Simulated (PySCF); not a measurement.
**One shape, several levels: Si2H3F3 (SMILES F[Si](F)(F)[SiH3])**

Aim: a comparison of 5 runs (HF/STO-3G, HF/3-21G, B3LYP/6-31G*, PBE0/def2-SVP, TPSS/6-311+G**) of Si2H3F3. Input form: a Python script.

Program for the calculation: PySCF 2.14.0.

## 1. Starting point

Si2H3F3 has 8 atoms, charge 0, and is taken as a singlet. SMILES: `F[Si](F)(F)[SiH3]`. The shape is that of a PBE0-D4/def2-TZVP optimisation.

Bond lengths: F1–Si2 1.582 Å, Si2–F3 1.582 Å, Si2–F4 1.582 Å, Si2–Si5 2.328 Å, Si5–H6 1.484 Å, Si5–H7 1.484 Å, Si5–H8 1.484 Å. Some angles: F1–Si2–F3 107.0°, F1–Si2–F4 107.0°, F1–Si2–Si5 111.9°, F3–Si2–F4 107.0°, F3–Si2–Si5 111.9°, F4–Si2–Si5 111.9°, Si2–Si5–H6 108.7°, Si2–Si5–H7 108.7°, Si2–Si5–H8 108.7°, H6–Si5–H7 110.2°.

## 2. Energy and gradient at HF/STO-3G (run 1)

File calc.py:

```python
from pyscf import gto, scf

mol = gto.Mole()
mol.atom = '''
F        1.310500      -1.060500       1.504800
Si       0.534400      -0.990500       0.128500
F       -0.479300      -2.204500       0.107900
F        1.595600      -1.255900      -1.013900
Si      -0.550700       1.050400      -0.152600
H       -1.525600       1.227900       0.951900
H        0.460600       2.135800      -0.122800
H       -1.253300       1.040400      -1.459500
'''
mol.max_memory = 1860
mol.charge = 0
mol.basis = 'sto-3g'
mol.verbose = 4
mol.spin = 0
mol.build()

hf = scf.RHF(mol)
hf.conv_tol = 1e-10
hf.kernel()
if not hf.converged:
    hf = hf.newton().run(hf.mo_coeff, hf.mo_occ)

energy = hf.e_tot
print('E = %.10f Eh' % energy)
grad = hf.nuc_grad_method().kernel()
dip = hf.dip_moment()
pop, q = hf.mulliken_pop()
```

Started as:

```
$ OMP_NUM_THREADS=1 python calc.py
```

Log:

```text
PySCF version 2.14.0

[... 60 lines left out ...]
converged SCF energy = -867.13919130891
[... 12 lines left out ...]
Dipole moment(X, Y, Z, Debye): -0.74315,  1.39852, -0.19236
[... 6 lines left out ...]
pop of  1 Si 1s           1.99964
pop of  1 Si 2s           1.98745
pop of  1 Si 3s           1.10674
pop of  1 Si 2px          1.96582
pop of  1 Si 2py          1.96693
pop of  1 Si 2pz          1.96542
pop of  1 Si 3px          0.62284
pop of  1 Si 3py          0.76831
pop of  1 Si 3pz          0.56934
pop of  2 F 1s            1.99912
pop of  2 F 2s            1.95584
pop of  2 F 2px           1.77427
pop of  2 F 2py           1.68617
pop of  2 F 2pz           1.93793
pop of  3 F 1s            1.99912
pop of  3 F 2s            1.95584
pop of  3 F 2px           1.74589
pop of  3 F 2py           1.93062
pop of  3 F 2pz           1.72188
pop of  4 Si 1s           1.99963
pop of  4 Si 2s           1.98768
pop of  4 Si 3s           1.25425
pop of  4 Si 2px          1.96513
pop of  4 Si 2py          1.96603
pop of  4 Si 2pz          1.96479
pop of  4 Si 3px          0.79941
pop of  4 Si 3py          0.83698
pop of  4 Si 3pz          0.78559
pop of  5 H 1s            1.14267
pop of  6 H 1s            1.14267
pop of  7 H 1s            1.14267
 ** Mulliken atomic charges  **
charge of    0F =     -0.35335
charge of    1Si =      1.04751
charge of    2F =     -0.35333
charge of    3F =     -0.35334
charge of    4Si =      0.44051
charge of    5H =     -0.14267
charge of    6H =     -0.14267
charge of    7H =     -0.14267
```

Wall time 2.8 s (1 thread of Intel Xeon at 2.70GHz, shared host); peak memory 0.12 GiB.

## 3. Energy and forces at HF/3-21G (run 2)

File input.py:

```python
# F[Si](F)(F)[SiH3]
import pyscf.grad
from pyscf import gto

mol = gto.M(
    atom='''
F      1.310500    -1.060500     1.504800
Si     0.534400    -0.990500     0.128500
F     -0.479300    -2.204500     0.107900
F      1.595600    -1.255900    -1.013900
Si    -0.550700     1.050400    -0.152600
H     -1.525600     1.227900     0.951900
H      0.460600     2.135800    -0.122800
H     -1.253300     1.040400    -1.459500
''',
    spin=0,
    verbose=4,
    basis='3-21g',
    max_memory=1860,
)

myscf = mol.RHF()
myscf.conv_tol = 1e-10
myscf.kernel()
if not myscf.converged:
    myscf = myscf.newton().run(myscf.mo_coeff, myscf.mo_occ)

e_final = myscf.e_tot
print('E(%s) = %.9f' % ('HF', e_final))
grad = myscf.Gradients().kernel()
myscf.analyze()
```

Started as:

```
$ OMP_NUM_THREADS=1 python input.py
```

Log:

```text
PySCF version 2.14.0

[... 78 lines left out ...]
Two-electron Coulomb Energy =          728.734924173068976
[... 7 lines left out ...]
MO #5   energy= -26.1717726157639  occ= 2
[... 5 lines left out ...]
MO #11  energy= -4.2306363780943   occ= 2
[... 5 lines left out ...]
MO #17  energy= -0.824606925410833 occ= 2
[... 5 lines left out ...]
MO #23  energy= -0.659850957058402 occ= 2
[... 5 lines left out ...]
MO #29  energy= -0.461598020554338 occ= 2
[... 5 lines left out ...]
MO #35  energy= 0.292401098849363  occ= 0
[... 5 lines left out ...]
MO #41  energy= 0.570375140927867  occ= 0
[... 5 lines left out ...]
MO #47  energy= 1.32906635177039   occ= 0
[... 5 lines left out ...]
MO #53  energy= 2.38563489239189   occ= 0
[... 5 lines left out ...]
MO #59  energy= 4.0754943213949    occ= 0
[... 31 lines left out ...]
pop of  2 F 3py           0.00244
pop of  2 F 3pz           0.00060
pop of  3 F 1s            1.99988
pop of  3 F 2s            1.83860
pop of  3 F 3s            0.00315
pop of  3 F 2px           1.85681
pop of  3 F 2py           1.92865
pop of  3 F 2pz           1.84562
pop of  3 F 3px           0.00159
pop of  3 F 3py           0.00138
pop of  3 F 3pz           0.00135
pop of  4 Si 1s           2.00000
pop of  4 Si 2s           1.99980
pop of  4 Si 3s           1.08232
pop of  4 Si 4s           0.00342
pop of  4 Si 2px          1.99982
pop of  4 Si 2py          1.99982
pop of  4 Si 2pz          1.99983
pop of  4 Si 3px          0.88940
pop of  4 Si 3py          0.91139
pop of  4 Si 3pz          0.88130
pop of  4 Si 4px          0.01234
pop of  4 Si 4py          0.01173
pop of  4 Si 4pz          0.01256
pop of  5 H 1s            1.06229
pop of  5 H 2s            0.00169
pop of  6 H 1s            1.06230
pop of  6 H 2s            0.00169
pop of  7 H 1s            1.06230
pop of  7 H 2s            0.00169
 ** Mulliken atomic charges  **
charge of    0F =     -0.47703
charge of    1Si =      1.42678
charge of    2F =     -0.47705
charge of    3F =     -0.47704
charge of    4Si =      0.19628
charge of    5H =     -0.06398
charge of    6H =     -0.06399
charge of    7H =     -0.06399
Dipole moment(X, Y, Z, Debye): -1.26986,  2.38943, -0.32878
```

Run time: 2.7 s. Hardware: 1 thread of Intel Xeon at 2.70GHz, shared host; peak memory 0.13 GiB.

Run 3 isn't shown in full; the table further down has it.

## 4. Energy and forces at PBE0/def2-SVP (run 4)

File run.py:

```python
# F[Si](F)(F)[SiH3]
from pyscf import gto, dft

mol = gto.M(
    atom='''
F      2.476486    -2.004055     2.843660
Si     1.009870    -1.871774     0.242830
F     -0.905746    -4.165901     0.203901
F      3.015247    -2.373307    -1.915993
Si    -1.040672     1.984968    -0.288372
H     -2.882966     2.320395     1.798830
H      0.870408     4.036077    -0.232058
H     -2.368394     1.966071    -2.758055
''',
    verbose=4,
    basis='def2-svp',
    charge=0,
    max_memory=1860,
    spin=0,
    unit='bohr',
)

mf = dft.RKS(mol, xc='pbe0')
mf.grids.level = 5
mf.conv_tol = 1e-10
mf.kernel()
if not mf.converged:
    mf = mf.newton().run(mf.mo_coeff, mf.mo_occ)

etot = mf.e_tot
print('E = %.10f Eh' % etot)
grad = mf.nuc_grad_method().kernel()
mf.analyze()
```

Started as:

```
$ OMP_NUM_THREADS=1 python run.py
```

Log:

```text
PySCF version 2.14.0

[... 73 lines left out ...]
converged SCF energy = -879.54296562267
[... 24 lines left out ...]
MO #3   energy= -24.7842108990906  occ= 2
[... 8 lines left out ...]
MO #12  energy= -3.69001452474082  occ= 2
[... 8 lines left out ...]
MO #21  energy= -0.502962001198112 occ= 2
[... 8 lines left out ...]
MO #30  energy= -0.00147534481617198 occ= 0
[... 8 lines left out ...]
MO #39  energy= 0.311324268169603  occ= 0
[... 8 lines left out ...]
MO #48  energy= 0.529910884173765  occ= 0
[... 8 lines left out ...]
MO #57  energy= 0.969028029310806  occ= 0
[... 8 lines left out ...]
MO #66  energy= 1.36666196326867   occ= 0
[... 8 lines left out ...]
MO #75  energy= 1.84324754291926   occ= 0
[... 8 lines left out ...]
MO #84  energy= 3.04930972013135   occ= 0
[... 8 lines left out ...]
MO #93  energy= 3.61794082015398   occ= 0
[... 65 lines left out ...]
pop of  4 Si 4s           0.00457
pop of  4 Si 2px          1.99988
pop of  4 Si 2py          1.99987
pop of  4 Si 2pz          1.99988
pop of  4 Si 3px          0.88006
pop of  4 Si 3py          0.90318
pop of  4 Si 3pz          0.87156
pop of  4 Si 4px          0.00882
pop of  4 Si 4py          0.00874
pop of  4 Si 4pz          0.00885
pop of  4 Si 3dxy         0.00924
pop of  4 Si 3dyz         0.00073
pop of  4 Si 3dz^2        0.00734
pop of  4 Si 3dxz         0.00669
pop of  4 Si 3dx2-y2      0.00334
pop of  5 H 1s            1.04948
pop of  5 H 2s            0.00428
pop of  5 H 2px           0.00148
pop of  5 H 2py           0.00007
pop of  5 H 2pz           0.00183
pop of  6 H 1s            1.04949
pop of  6 H 2s            0.00428
pop of  6 H 2px           0.00149
pop of  6 H 2py           0.00188
pop of  6 H 2pz           0.00001
pop of  7 H 1s            1.04949
pop of  7 H 2s            0.00428
pop of  7 H 2px           0.00078
pop of  7 H 2py           0.00001
pop of  7 H 2pz           0.00259
 ** Mulliken atomic charges  **
charge of    0F =     -0.45601
charge of    1Si =      1.37309
charge of    2F =     -0.45603
charge of    3F =     -0.45602
charge of    4Si =      0.16642
charge of    5H =     -0.05715
charge of    6H =     -0.05716
charge of    7H =     -0.05716
Dipole moment(X, Y, Z, Debye): -0.91703,  1.72583, -0.23733
```

Wall time 42 s (1 thread of Intel Xeon at 2.70GHz, shared host); peak memory 0.92 GiB.

## 5. Energy and gradient at TPSS/6-311+G(d,p) (run 5)

File run.py:

```python
import pyscf.grad
from pyscf import gto, dft

mol = gto.M(
    atom='''
F      2.476486    -2.004055     2.843660
Si     1.009870    -1.871774     0.242830
F     -0.905746    -4.165901     0.203901
F      3.015247    -2.373307    -1.915993
Si    -1.040672     1.984968    -0.288372
H     -2.882966     2.320395     1.798830
H      0.870408     4.036077    -0.232058
H     -2.368394     1.966071    -2.758055
''',
    max_memory=1860,
    unit='bohr',
    verbose=4,
    spin=0,
    basis='6-311+g**',
)

mf = dft.RKS(mol)
mf.xc = 'tpss'
mf.conv_tol = 1e-10
mf.grids.level = 5
mf.kernel()
if not mf.converged:
    mf = mf.newton().run(mf.mo_coeff, mf.mo_occ)

e_tot = mf.e_tot
print('E = %.10f Eh' % e_tot)
grad = mf.Gradients().kernel()
mf.analyze()
```

Started as:

```
$ OMP_NUM_THREADS=1 python run.py
```

Log:

```text
PySCF version 2.14.0

[... 102 lines left out ...]
MO #1   energy= -65.7664332804352  occ= 2
[... 12 lines left out ...]
MO #14  energy= -1.16552989339028  occ= 2
[... 12 lines left out ...]
MO #27  energy= -0.34816320667911  occ= 2
[... 12 lines left out ...]
MO #40  energy= 0.0706566136440397 occ= 0
[... 12 lines left out ...]
MO #53  energy= 0.273609191630981  occ= 0
[... 12 lines left out ...]
MO #66  energy= 0.505786315997635  occ= 0
[... 12 lines left out ...]
MO #79  energy= 1.15102726294985   occ= 0
[... 12 lines left out ...]
MO #92  energy= 1.37528149072753   occ= 0
[... 12 lines left out ...]
MO #105 energy= 2.66252189986753   occ= 0
[... 12 lines left out ...]
MO #118 energy= 3.85557935042493   occ= 0
[... 12 lines left out ...]
MO #131 energy= 6.33157655459109   occ= 0
[... 12 lines left out ...]
MO #144 energy= 141.129168169879   occ= 0
[... 116 lines left out ...]
pop of  4 Si 5pz          0.00032
pop of  4 Si 6px          0.00018
pop of  4 Si 6py          0.00057
pop of  4 Si 6pz          0.00003
pop of  4 Si 7px          0.00027
pop of  4 Si 7py          0.00071
pop of  4 Si 7pz          0.00011
pop of  4 Si 3dxy         0.00851
pop of  4 Si 3dyz         0.00060
pop of  4 Si 3dz^2        0.00711
pop of  4 Si 3dxz         0.00721
pop of  4 Si 3dx2-y2      0.00290
pop of  5 H 1s            1.05174
pop of  5 H 2s            0.00450
pop of  5 H 3s            0.00050
pop of  5 H 2px           0.00163
pop of  5 H 2py           0.00010
pop of  5 H 2pz           0.00198
pop of  6 H 1s            1.05175
pop of  6 H 2s            0.00450
pop of  6 H 3s            0.00050
pop of  6 H 2px           0.00161
pop of  6 H 2py           0.00208
pop of  6 H 2pz           0.00002
pop of  7 H 1s            1.05175
pop of  7 H 2s            0.00450
pop of  7 H 3s            0.00050
pop of  7 H 2px           0.00087
pop of  7 H 2py           0.00003
pop of  7 H 2pz           0.00281
 ** Mulliken atomic charges  **
charge of    0F =     -0.47308
charge of    1Si =      1.41709
charge of    2F =     -0.47310
charge of    3F =     -0.47309
charge of    4Si =      0.18355
charge of    5H =     -0.06045
charge of    6H =     -0.06046
charge of    7H =     -0.06045
Dipole moment(X, Y, Z, Debye): -1.04932,  1.97473, -0.27158
```

Wall time 2.1 min (1 thread of Intel Xeon at 2.70GHz, shared host); peak memory 1.6 GiB.

## 6. All runs side by side

| run | level | Cartesian functions | integration grid | energy (Eh) | dipole moment (D) | HOMO energy (eV) | LUMO energy (eV) | wall time |
| --- | --- | --- | --- | --- | --- | --- | --- | --- |
| 1 | HF/STO-3G | no | – | -867.139191 | 1.60 | -8.60 | 10.29 | 2.8 s |
| 2 | HF/3-21G | no | – | -873.423000 | 2.73 | -12.56 | 3.35 | 2.7 s |
| 3 | B3LYP/6-31G* (Cartesian functions) | yes | 5 | -880.501622 | 1.93 | -8.99 | 0.01 | 46 s |
| 4 | PBE0/def2-SVP | no | 5 | -879.542966 | 1.97 | -9.35 | -0.04 | 42 s |
| 5 | TPSS/6-311+G** | no | 5 | -880.673223 | 2.25 | -8.38 | -0.99 | 2.1 min |

## 7. What came out

| quantity | value |
| --- | --- |
| run 5: total energy | -880.67322 Eh |
| run 5: dipole moment | 2.25 D |
| run 5: HOMO energy | -8.38 eV |
| run 5: LUMO energy | -0.99 eV |
| run 5: HOMO–LUMO gap | 7.40 eV |
| run 5: largest force on an atom | 1.318 eV/Å |

In words: The dipole moment (its size) runs from 1.60 D (HF/STO-3G) to 2.73 D (HF/3-21G). The HOMO–LUMO gap runs from 7.40 eV (TPSS/6-311+G**) to 18.88 eV (HF/STO-3G). The two ends differ in method and basis. Totals of different functionals can't be ranked against each other. In run 1 the basis is minimal, so the values are rough. All runs together took 3.7 min, the longest 2.1 min.
